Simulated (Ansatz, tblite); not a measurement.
**C14H42O5Si6: rung by rung**

How do method and basis change the picture of C14H42O5Si6 (singlet)?

The runs use Ansatz 0.2.0, Gaussian basis; as each input shows.

Levels to be run: GFN1-xTB, GFN2-xTB, PBE-D4/def2-SVP, r2SCAN-D4/def2-SVP, r2SCANh-D4/def2-SVP, ωB97M-V/def2-SVP, HF/def2-SVP, LC-ωPBE(0.10)/def2-SVP, LC-ωPBE(0.15)/def2-SVP, LC-ωPBE(0.20)/def2-SVP, LC-ωPBE(0.30)/def2-SVP, PBE0-D4/def2-TZVP, PBE-D4/def2-TZVP, HF/6-31G, B3LYP-D4/6-31G, MP2/def2-SVP, RPA/def2-SVP.

### Step 1. The structure

The singlet was relaxed beforehand with PBE-D4/def2-SVP.

SMILES `C[Si](C)(C)O[Si](C)(C)O[Si](C)(C)O[Si](C)(C)O[Si](C)(C)O[Si](C)(C)C`, 67 atoms, charge 0, spin multiplicity 1.

Bond lengths: C1–Si2 1.885 Å, C1–H26 1.110 Å, C1–H27 1.110 Å, C1–H28 1.110 Å, Si2–C3 1.886 Å, Si2–C4 1.889 Å, Si2–O5 1.684 Å, C3–H29 1.110 Å, C3–H30 1.110 Å, C3–H31 1.110 Å, C4–H32 1.110 Å, C4–H33 1.110 Å, C4–H34 1.110 Å, O5–Si6 1.670 Å, Si6–C7 1.875 Å, Si6–C8 1.878 Å, Si6–O9 1.677 Å, C7–H35 1.109 Å and more. Angles: Si2–C1–H26 111.2°, Si2–C1–H27 110.7°, Si2–C1–H28 111.2°, H26–C1–H27 107.8°, H26–C1–H28 107.8°, H27–C1–H28 108.1°, C1–Si2–C3 110.9°, C1–Si2–C4 110.8°, C1–Si2–O5 107.2°, C3–Si2–C4 110.4°, C3–Si2–O5 108.1°, C4–Si2–O5 109.3°, Si2–C3–H29 110.7°, Si2–C3–H30 111.0°, Si2–C3–H31 111.3°, H29–C3–H30 107.9°, H29–C3–H31 108.0°, H30–C3–H31 107.9° and more.

PBE0-D4/def2-SVP was run before; its log isn't repeated, and its numbers join the tables.

### Step 2. GFN1-xTB

Tight binding, by tblite at 300 K electronic temperature and without a spin-polarisation term:

```python
tblite.interface.Calculator('GFN1-xTB', numbers, positions, charge=0, uhf=0).singlepoint()
```

Energy -2384.4154 eV, HOMO -10.76 eV, LUMO -3.85 eV; 0.27 s.

### Step 3. GFN2-xTB

Tight binding, by tblite at 300 K electronic temperature and without a spin-polarisation term:

```python
tblite.interface.Calculator('GFN2-xTB', numbers, positions, charge=0, uhf=0).singlepoint()
```

Energy -2246.5512 eV, HOMO -10.11 eV, LUMO -4.03 eV; 0.23 s.

### Step 4. PBE-D4/def2-SVP

start.molden holds the orbitals of an earlier run on this state, given as this run's starting guess.

File in.yaml:

```yaml
crystal:
  periodic: [false, false, false]
  atoms:
    - {symbol: C, position_ang: [-2.930255, 2.356543, -1.119404]}
    - {symbol: Si, position_ang: [-4.024676, 1.271487, -0.033141]}
    - {symbol: C, position_ang: [-4.398588, 2.123067, 1.607968]}
    - {symbol: C, position_ang: [-5.629386, 0.830038, -0.927488]}
    - {symbol: O, position_ang: [-3.163040, -0.138543, 0.292020]}
    - {symbol: Si, position_ang: [-3.052660, -1.782617, 0.565791]}
    - {symbol: C, position_ang: [-3.307380, -2.134352, 2.390055]}
    - {symbol: C, position_ang: [-4.266963, -2.702319, -0.533121]}
    - {symbol: O, position_ang: [-1.491124, -2.251029, 0.170927]}
    - {symbol: Si, position_ang: [-0.240956, -1.706926, -0.817053]}
    - {symbol: C, position_ang: [-0.925197, -0.981155, -2.404961]}
    - {symbol: C, position_ang: [0.890110, -3.172045, -1.106230]}
    - {symbol: O, position_ang: [0.597034, -0.486888, -0.018211]}
    - {symbol: Si, position_ang: [0.867420, -0.010652, 1.578939]}
    - {symbol: C, position_ang: [-0.503422, 1.153727, 2.113842]}
    - {symbol: C, position_ang: [1.007930, -1.524383, 2.676236]}
    - {symbol: O, position_ang: [2.328693, 0.800682, 1.617144]}
    - {symbol: Si, position_ang: [3.189123, 1.970347, 0.765877]}
    - {symbol: C, position_ang: [4.152020, 2.983244, 2.013421]}
    - {symbol: C, position_ang: [1.994559, 3.002506, -0.262070]}
    - {symbol: O, position_ang: [4.298463, 1.225408, -0.237743]}
    - {symbol: Si, position_ang: [4.433743, -0.088066, -1.291872]}
    - {symbol: C, position_ang: [4.311509, -1.685421, -0.296845]}
    - {symbol: C, position_ang: [6.120315, 0.062584, -2.115276]}
    - {symbol: C, position_ang: [3.046422, 0.009905, -2.568457]}
    - {symbol: H, position_ang: [-2.781905, 1.901685, -2.120877]}
    - {symbol: H, position_ang: [-1.930351, 2.491243, -0.657121]}
    - {symbol: H, position_ang: [-3.379735, 3.360404, -1.266927]}
    - {symbol: H, position_ang: [-3.458966, 2.379704, 2.140012]}
    - {symbol: H, position_ang: [-4.996612, 1.463492, 2.271493]}
    - {symbol: H, position_ang: [-4.972137, 3.060685, 1.453483]}
    - {symbol: H, position_ang: [-6.285103, 0.197645, -0.292558]}
    - {symbol: H, position_ang: [-5.423108, 0.273069, -1.865156]}
    - {symbol: H, position_ang: [-6.200025, 1.743865, -1.194864]}
    - {symbol: H, position_ang: [-2.582553, -1.556766, 2.999550]}
    - {symbol: H, position_ang: [-3.160360, -3.210834, 2.613292]}
    - {symbol: H, position_ang: [-4.329813, -1.851091, 2.714137]}
    - {symbol: H, position_ang: [-4.154108, -3.799497, -0.415514]}
    - {symbol: H, position_ang: [-5.316066, -2.435879, -0.290208]}
    - {symbol: H, position_ang: [-4.089726, -2.452626, -1.599480]}
    - {symbol: H, position_ang: [-1.586103, -0.123559, -2.169278]}
    - {symbol: H, position_ang: [-0.109603, -0.621926, -3.064589]}
    - {symbol: H, position_ang: [-1.515309, -1.735873, -2.964692]}
    - {symbol: H, position_ang: [1.762579, -2.882424, -1.725226]}
    - {symbol: H, position_ang: [1.268449, -3.570670, -0.143244]}
    - {symbol: H, position_ang: [0.348145, -3.988487, -1.625922]}
    - {symbol: H, position_ang: [-1.492528, 0.661637, 2.036916]}
    - {symbol: H, position_ang: [-0.524352, 2.046185, 1.455464]}
    - {symbol: H, position_ang: [-0.348518, 1.498031, 3.156907]}
    - {symbol: H, position_ang: [1.148297, -1.241529, 3.739094]}
    - {symbol: H, position_ang: [0.092898, -2.145182, 2.591701]}
    - {symbol: H, position_ang: [1.876043, -2.143757, 2.371762]}
    - {symbol: H, position_ang: [4.797851, 3.729288, 1.506343]}
    - {symbol: H, position_ang: [3.470340, 3.522783, 2.702631]}
    - {symbol: H, position_ang: [4.802447, 2.320587, 2.620396]}
    - {symbol: H, position_ang: [2.540806, 3.715252, -0.913687]}
    - {symbol: H, position_ang: [1.375652, 2.346920, -0.909468]}
    - {symbol: H, position_ang: [1.311384, 3.588179, 0.387734]}
    - {symbol: H, position_ang: [4.449591, -2.578775, -0.941144]}
    - {symbol: H, position_ang: [5.083228, -1.712404, 0.499791]}
    - {symbol: H, position_ang: [3.316317, -1.758861, 0.185075]}
    - {symbol: H, position_ang: [6.293444, -0.771262, -2.827510]}
    - {symbol: H, position_ang: [6.203308, 1.015494, -2.677221]}
    - {symbol: H, position_ang: [6.932646, 0.041859, -1.359730]}
    - {symbol: H, position_ang: [3.080895, -0.842122, -3.279360]}
    - {symbol: H, position_ang: [3.110485, 0.948906, -3.155716]}
    - {symbol: H, position_ang: [2.068473, -0.008534, -2.046633]}
basis:
  gaussian: {orbitals: def2-SVP, fitting: {mean_field: def2-universal-jkfit}, initial_orbitals: start.molden}
hamiltonian: {xc: pbe, dispersion: d4}
scf: {omitted_lower_state_checks: [starts]}
output: {orbitals: {seedname: orbitals}}
```

The run is started by

```
ansatz run in.yaml --threads 2 --pin off --events-out ev --progress --plain --max-ram 32768MiB --backend cuda --devices 0, --max-vram 18GiB
```

Further steps of the session: r2SCAN-D4/def2-SVP; r2SCANh-D4/def2-SVP; ωB97M-V/def2-SVP; HF/def2-SVP; LC-ωPBE(0.10)/def2-SVP; LC-ωPBE(0.15)/def2-SVP; LC-ωPBE(0.20)/def2-SVP; LC-ωPBE(0.30)/def2-SVP; PBE0-D4/def2-TZVP; PBE-D4/def2-TZVP; HF/6-31G; B3LYP-D4/6-31G; MP2/def2-SVP; RPA/def2-SVP.

**Question.** What will the summary of the whole plan be? Wanted: gap in def2-SVP, named functionals and Hartree-Fock, smallest and largest; gap over the ω; correlation energy, MP2/def2-SVP; binding an atom, functionals in def2-SVP; PBE0 total energy, smallest basis above largest.

**Answer**, as computed:

```
                                                                 quantity                                  value
gap in def2-SVP, named functionals and Hartree-Fock, smallest and largest        6.14 eV (PBE-D4), 14.59 eV (HF)
                                                  gap over the ω (1/bohr)        8.97 eV at 0.1, 12.36 eV at 0.3
                                         correlation energy, MP2/def2-SVP                              -95.75 eV
                                 binding an atom, functionals in def2-SVP  4.19 (r2SCANh-D4) to 4.25 eV (PBE-D4)
                          PBE0 total energy, smallest basis above largest         46.16 eV (def2-SVP, def2-TZVP)
```

Orbital gaps of the named functionals and Hartree-Fock in def2-SVP span 6.14 eV (PBE-D4) to 14.59 eV (HF); exact exchange widens it. Raising the ω (1/bohr) from 0.1 to 0.3 moves the HOMO by -2.02 eV and the LUMO by +1.36 eV.
